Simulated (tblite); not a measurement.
# C2H8N2Si2: the cost of one run

Computed with tblite 0.8.0 and PySCF 2.14.0, with density-fitted response routines of our own, on a single molecule in the gas phase. Atoms are numbered from 0 throughout.

## 1. Starting geometry

14 atoms, charge 0, multiplicity 1; geometry from: force field or distance geometry start.

Bonds of the start (Å): C0–N1 1.30, N1–Si2 1.76, Si2–C3 1.88, C3–Si4 1.86, Si4–N5 1.76, N5–Si2 1.78, C0–H6 1.09, C0–H7 1.08, Si2–H8 1.48, C3–H9 1.10, C3–H10 1.08, Si4–H11 1.49, Si4–H12 1.47, N5–H13 1.02.

## 2. Relaxing the molecule with GFN2-xTB

The job: settings as JSON, then the geometry in Å.

```
{"job": {"kind": "relax", "xc": "GFN2-xTB", "basis": "xTB"}, "charge": 0, "multiplicity": 1}
C      2.727600    -0.040800    -0.400200
N      1.526200     0.447100    -0.361800
Si     0.373500     0.095500     0.921500
C     -1.161400     1.138400     0.635000
Si    -1.872400    -0.414600    -0.099300
N     -0.553600    -1.382700     0.551700
H      3.341200     0.257800    -1.244200
H      3.136800    -0.702600     0.343300
H      0.906000     0.187200     2.294300
H     -1.675400     1.516700     1.530800
H     -0.980400     1.927700    -0.082900
H     -1.784600    -0.320500    -1.582400
H     -3.218800    -0.709900     0.411700
H     -0.765500    -1.999700     1.340300
```

The run is started by

```console
$ OMP_NUM_THREADS=1 python probes_run.py task.json out
```

This one command runs all jobs of the session in turn.

**Question.** How long does this first job take on 1 thread of Arm Neoverse N1, shared host?

About 1.1 s.
